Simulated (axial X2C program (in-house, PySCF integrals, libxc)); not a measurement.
# SeN: from the state search to constants, part 1 of 2

Aim: find the lowest determinant of SeN, scan the bond at several levels and fit the constants, once spin-free and once with spin–orbit coupling.

The runs use an in-house X2C program for linear molecules on PySCF integrals; all-electron X2C, Se dyall-cv3z, N dyall-av3z.

All values are calculated.

### 1 Input

Contents of task.json:

```json
{
 "zs": [
  34,
  7
 ],
 "q": 0,
 "bas": [
  "dyall-cv3z",
  "dyall-av3z"
 ],
 "levels": [
  "PBE0",
  "HF",
  "r2SCAN"
 ],
 "cc": true,
 "r0": 1.67,
 "thr": -2.0,
 "nmax": 90,
 "npts": 10,
 "nst": 2,
 "ntry": 6
}
```

Keys: zs atomic numbers; q charge; bas basis sets; levels methods (HF also brings MP2); cc coupled cluster on or off; r0 starting distance in Å; thr threshold in hartree for freezing inner shells (an s shell follows its p shell); nmax most natural virtual spinors; npts points asked for on the curve; nst determinants followed; ntry starts of the search.

Started as:

```bash
python so2c.py task.json out
```

Spin-free means the one-electron spin-free X2C Hamiltonian; two-component (2c) means X2C with spin–orbit coupling and atomic mean-field two-electron Coulomb and Gaunt terms. Basis: Se dyall-cv3z contracted to [8s9p6d4f1g], N dyall-av3z contracted to [7s7p3d2f]; Gaussian nuclei, density fitting. Masses: Se 79.917 u, N 14.003 u.

Notation: σ, π±, δ± give the projection m of an orbital's angular momentum (0, ±1, ±2), α and β its spin, Λ and M_S the sums; ω is the projection of a spinor's total angular momentum and Ω the sum. Logs are in hartree.

The results follow Hamiltonian by Hamiltonian and level by level.

### 2 State search with PBE0

Determinants are compared with PBE0 at 1.670 Å.

Spin-free determinants:

```csv
ΔE (eV),state,open shells
0.00,"M_S = 1/2, Λ = 1",beyond closed shells: π+α
2.35,"M_S = 3/2, Λ = 1","beyond closed shells: 2 × π+α, π+β, 2 × π-α"
2.80,"M_S = 3/2, Λ = 0","beyond closed shells: σα, π+α, π-α"
3.65,"M_S = 1/2, Λ = 0","beyond closed shells: σβ, π+α, π-α"
3.87,"M_S = 1/2, Λ = 3","beyond closed shells: 2 × π+α, 2 × π+β, π-α"
```

Two-component determinants:

```json
{"ΔE (eV)": "0.00", "state": "Ω = 1/2", "open shells": "excess of +ω over −ω: ω = 1/2"}
{"ΔE (eV)": "0.14", "state": "Ω = 3/2", "open shells": "excess of +ω over −ω: ω = 3/2"}
{"ΔE (eV)": "2.34", "state": "Ω = 5/2", "open shells": "excess of +ω over −ω: ω = -1/2, 2 × ω = 3/2"}
{"ΔE (eV)": "2.50", "state": "Ω = 1/2", "open shells": "excess of +ω over −ω: 2 × ω = -1/2, ω = 3/2"}
{"ΔE (eV)": "3.76", "state": "Ω = 3/2", "open shells": "excess of +ω over −ω: ω = 3/2"}
{"ΔE (eV)": "3.87", "state": "Ω = 7/2", "open shells": "excess of +ω over −ω: ω = 1/2, 2 × ω = 3/2"}
{"ΔE (eV)": "4.00", "state": "Ω = 5/2", "open shells": "excess of +ω over −ω: 2 × ω = 1/2, ω = 3/2"}
```

### 3 PBE0, spin-free

State followed: M_S = 1/2, Λ = 1 (beyond closed shells: π+α). The scan is laid around 1.645 Å, a first estimate of the minimum, and this SCF restarts from the orbitals of the search.

Output at 1.645 Å:

```text
spin-free X2C-1e  PBE0
basis functions 159  fitting functions 879  grid points 5074
iter        total energy     max residual
   1      -2482.068640303     2.50e+00
   2      -2484.297440807     4.89e-02
   3      -2484.154907097     1.29e-01
   4      -2484.312837695     3.67e-02
   5      -2484.323688506     4.47e-03
   6      -2484.323899034     4.76e-04
   7      -2484.323903388     2.00e-04
   8      -2484.323903941     6.19e-05
   9      -2484.323904199     6.27e-05
  10      -2484.323904445     3.58e-05
  11      -2484.323904472     5.71e-06
  12      -2484.323904473     5.87e-07
converged
one-electron -3605.63889669  Coulomb 1139.85944335  exact exchange -23.33213996  xc functional -71.77412041  nuclear repulsion 76.56180924
```

Along the bond, energies from the lowest point:

| R (Å) | E (eV) | μ (D) | HOMO (eV) | LUMO (eV) | iterations |
| --- | --- | --- | --- | --- | --- |
| 1.431 | 1.4394 | -2.29 | -5.48 | -3.12 | 13 |
| 1.497 | 0.5770 | -2.28 | -5.76 | -3.39 | 13 |
| 1.546 | 0.2165 | -2.26 | -5.96 | -3.59 | 13 |
| 1.596 | 0.0384 | -2.22 | -6.16 | -3.79 | 13 |
| 1.645 | 0.0000 | -2.15 | -6.35 | -3.99 | 12 |
| 1.703 | 0.0847 | -2.06 | -6.55 | -4.23 | 13 |
| 1.760 | 0.2635 | -1.93 | -6.72 | -4.44 | 14 |
| 1.834 | 0.5666 | -1.75 | -6.87 | -4.63 | 14 |
| 1.925 | 0.9754 | -1.53 | -6.98 | -4.74 | 13 |
| 2.056 | 1.5665 | -1.26 | -7.06 | -4.79 | 13 |

Dipoles are positive if N is the positive end.

Outer orbitals at the reference distance:

```json
{"symmetry": "σα", "occupied": "yes", "ε (eV)": "-25.29", "atomic character": "50% N s, 26% Se s, 10% N p"}
{"symmetry": "σβ", "occupied": "yes", "ε (eV)": "-24.49", "atomic character": "44% N s, 30% Se s, 12% N p"}
{"symmetry": "σα", "occupied": "yes", "ε (eV)": "-17.42", "atomic character": "40% Se s, 23% N s, 17% Se p"}
{"symmetry": "σβ", "occupied": "yes", "ε (eV)": "-16.54", "atomic character": "36% Se s, 26% N s, 20% Se p"}
{"symmetry": "π+α", "occupied": "yes", "ε (eV)": "-10.92", "atomic character": "60% N p, 35% Se p, 3% N d"}
{"symmetry": "σα", "occupied": "yes", "ε (eV)": "-10.45", "atomic character": "55% N p, 27% Se p, 12% N s"}
{"symmetry": "π-α", "occupied": "yes", "ε (eV)": "-10.21", "atomic character": "54% N p, 40% Se p, 4% N d"}
{"symmetry": "σβ", "occupied": "yes", "ε (eV)": "-9.95", "atomic character": "55% N p, 26% Se p, 14% N s"}
{"symmetry": "π+β", "occupied": "yes", "ε (eV)": "-9.48", "atomic character": "52% Se p, 40% N p, 5% N d"}
{"symmetry": "π-β", "occupied": "yes", "ε (eV)": "-9.48", "atomic character": "52% Se p, 40% N p, 5% N d"}
{"symmetry": "π+α", "occupied": "yes", "ε (eV)": "-6.35", "atomic character": "47% Se p, 34% N p, 8% Se d"}
{"symmetry": "π-α", "occupied": "no", "ε (eV)": "-3.99", "atomic character": "42% Se p, 38% N p, 10% Se d"}
{"symmetry": "π+β", "occupied": "no", "ε (eV)": "-2.92", "atomic character": "49% N p, 30% Se p, 12% Se d"}
{"symmetry": "π-β", "occupied": "no", "ε (eV)": "-2.92", "atomic character": "49% N p, 30% Se p, 12% Se d"}
{"symmetry": "σα", "occupied": "no", "ε (eV)": "0.35", "atomic character": "32% Se p, 28% N s, 24% Se d"}
```

PBE0 fields in the half plane through the axis: z from -2.4 to 3.9 Å across, distance from the axis 0.15 to 2.25 Å upwards; Se lies at z = 0 and N at z = 1.645 Å; the ELF is damped to zero where the density is low.

log10 density (e/bohr³). Ten even steps from '0' (-5.21 ) to '9' (1.42 ):
```
0112223333322222211000
1122333333333332221110
1223344444444433332210
1233445555544444433211
2234455565555555443321
2334556666666666544321
2334566787666776654322
2344567898767887654332
```

ELF. Ten even steps from '0' (0.00 ) to '9' (0.93 ):
```
0000011221000000000000
0000134443200000000000
0001356765311111100000
0002578887532344421000
0014689887644677753100
0024788534567889975200
0025783252278789986300
0025872828178119997410
```

Re = 1.636 Å, ωe = 1016 cm⁻¹, ωexe = 8.88 cm⁻¹, Be = 0.5286 cm⁻¹, De = 3.66 eV, μ = -2.17 D.

### 4 HF, spin-free

Output at 1.645 Å:

```text
spin-free X2C-1e  HF
basis functions 159  fitting functions 879  grid points 5074
iter        total energy     max residual
   1      -2482.546203960     1.79e-01
   2      -2482.570180910     1.34e-02
   3      -2482.572767215     1.48e-02
   4      -2482.574474428     1.02e-02
   5      -2482.576392044     9.58e-03
   6      -2482.578028322     1.07e-02
   7      -2482.576507718     1.02e-02
   8      -2482.567229078     6.33e-03
   9      -2482.567061100     5.72e-03
  10      -2482.567458231     2.10e-03
  11      -2482.567390342     4.35e-03
  12      -2482.567664064     2.43e-03
  13      -2482.567565392     9.26e-04
  14      -2482.567521346     8.46e-04
  15      -2482.567517832     1.29e-04
  16      -2482.567518183     1.71e-04
  17      -2482.567518139     5.76e-05
  18      -2482.567518032     2.30e-06
  19      -2482.567518032     7.23e-07
converged
one-electron -3605.38479125  Coulomb 1139.65713667  exact exchange -93.40167270  xc functional 0.00000000  nuclear repulsion 76.56180924
```

On the way the iterations pass 0.286 eV below the final energy, so this may not be the lowest solution of its occupation.

No constants are quoted: the dipole of the solution doesn't run smoothly along the scan, a sign that its character may change, so the fit is set aside.

### 5 r2SCAN, spin-free

The SCF at the reference distance of 1.645 Å:

```text
spin-free X2C-1e  r2SCAN
basis functions 159  fitting functions 879  grid points 5074
iter        total energy     max residual
   1      -2484.622725846     6.12e-02
   2      -2484.624369384     2.67e-03
   3      -2484.623809466     9.43e-03
   4      -2484.624168083     5.56e-03
   5      -2484.624426716     1.43e-04
   6      -2484.624427117     8.33e-05
   7      -2484.624427258     7.20e-05
   8      -2484.624427338     2.17e-05
   9      -2484.624427358     1.09e-05
  10      -2484.624427360     2.70e-06
  11      -2484.624427361     2.54e-07
converged
one-electron -3605.69668673  Coulomb 1139.92773845  exact exchange 0.00000000  xc functional -95.41728832  nuclear repulsion 76.56180924
```

Re = 1.647 Å, ωe = 980 cm⁻¹, ωexe = 6.32 cm⁻¹, Be = 0.5214 cm⁻¹, De = 3.64 eV, μ = -2.10 D.

### 6 Correlated methods, spin-free

Correlated methods: 11 electrons correlated (frozen shells, counted by type: Se 3 s, 2 p, 1 d; N 1 s), 213 virtual spinors in MP2, 90 natural virtuals in coupled cluster.

Output of the correlated part at 1.645 Å:

```text
correlated 11  virtual 213  natural virtual 90  E(MP2) -0.349755444  MP2 remainder -0.011960256
iter   CCSD correlation   residual
   1     -0.327630348   1.97e-01
   2     -0.343946075   9.66e-02
   3     -0.349850679   4.30e-02
   4     -0.351224256   2.13e-02
   5     -0.351925317   1.27e-02
   6     -0.352060148   5.82e-03
   7     -0.352182290   2.87e-03
   8     -0.352240798   1.24e-03
   9     -0.352222250   5.70e-04
  10     -0.352241009   3.03e-04
  11     -0.352232410   1.63e-04
  12     -0.352237353   7.82e-05
  13     -0.352236476   3.56e-05
  14     -0.352236158   1.30e-05
  15     -0.352236214   4.95e-06
  16     -0.352236162   2.63e-06
  17     -0.352236094   1.70e-06
  18     -0.352236065   9.98e-07
  19     -0.352236008   4.71e-07
  20     -0.352236009   2.25e-07
(T) -0.022479755  T1 0.0687  D1 0.2054  max T2 0.125
```

T1 in the output is the amplitude norm over the root of the electron number; divide by √2 for the Lee–Taylor value.

MP2: No constants are quoted: the dipole of the HF reference doesn't run smoothly along the scan, a sign that its character may change, so the fit is set aside.

CCSD: No constants are quoted: the dipole of the HF reference doesn't run smoothly along the scan, a sign that its character may change, so the fit is set aside.

CCSD(T): No constants are quoted: the dipole of the HF reference doesn't run smoothly along the scan, a sign that its character may change, so the fit is set aside.

### 7 A higher determinant, spin-free

State: M_S = 3/2, Λ = 1 (beyond closed shells: 2 × π+α, π+β, 2 × π-α).

Output at the reference distance:

```text
spin-free X2C-1e  PBE0
basis functions 159  fitting functions 879  grid points 5074
iter        total energy     max residual
   1      -2481.953236573     2.51e+00
   2      -2484.213961684     3.59e-02
   3      -2484.200892534     5.62e-02
   4      -2484.229685637     9.50e-03
   5      -2484.230622202     2.68e-03
   6      -2484.230674662     2.35e-04
   7      -2484.230676037     2.56e-05
   8      -2484.230676054     1.10e-05
   9      -2484.230676057     4.42e-06
  10      -2484.230676057     1.06e-06
converged
one-electron -3605.41247932  Coulomb 1139.82532800  exact exchange -23.37189729  xc functional -71.83343669  nuclear repulsion 76.56180924
```

| R (Å) | E above the lowest PBE0 point (eV) |
| --- | --- |
| 1.431 | 5.837 |
| 1.497 | 4.349 |
| 1.546 | 3.552 |
| 1.596 | 2.961 |
| 1.645 | 2.537 |
| 1.703 | 2.204 |
| 1.760 | 2.007 |
| 1.834 | 1.902 |
| 1.925 | 1.931 |

No constants are quoted: too few points lie around the minimum for a second fit to confirm the first.

### 8 The spin-free curves together

Energy (eV) of the followed determinant, spin-free, from each level's lowest point:

| R (Å) | PBE0 | HF (dipole not smooth) | MP2 (HF's dipole not smooth) | CCSD (HF's dipole not smooth) | CCSD(T) (HF's dipole not smooth) | r2SCAN |
| --- | --- | --- | --- | --- | --- | --- |
| 1.431 | 1.439 | 1.579 | 1.661 | n/a | n/a | 1.533 |
| 1.497 | 0.577 | 0.699 | 1.115 | 0.656 | 0.782 | 0.644 |
| 1.546 | 0.217 | 0.277 | 0.959 | 0.289 | 0.403 | 0.263 |
| 1.596 | 0.038 | 0.000 | 0.915 | 0.106 | 0.211 | 0.062 |
| 1.645 | 0.000 | 0.487 | 0.000 | 0.000 | 0.000 | 0.000 |
| 1.703 | 0.085 | 0.661 | 0.027 | 0.067 | 0.022 | 0.057 |
| 1.760 | 0.264 | 0.944 | 0.208 | 0.245 | 0.151 | 0.214 |
| 1.834 | 0.567 | 1.413 | 0.600 | 0.583 | 0.417 | 0.504 |
| 1.925 | 0.975 | 2.069 | 1.290 | n/a | n/a | 0.920 |
| 2.056 | 1.566 | 3.050 | 2.605 | n/a | n/a | 1.536 |

(Continued in part 2 of 2.)
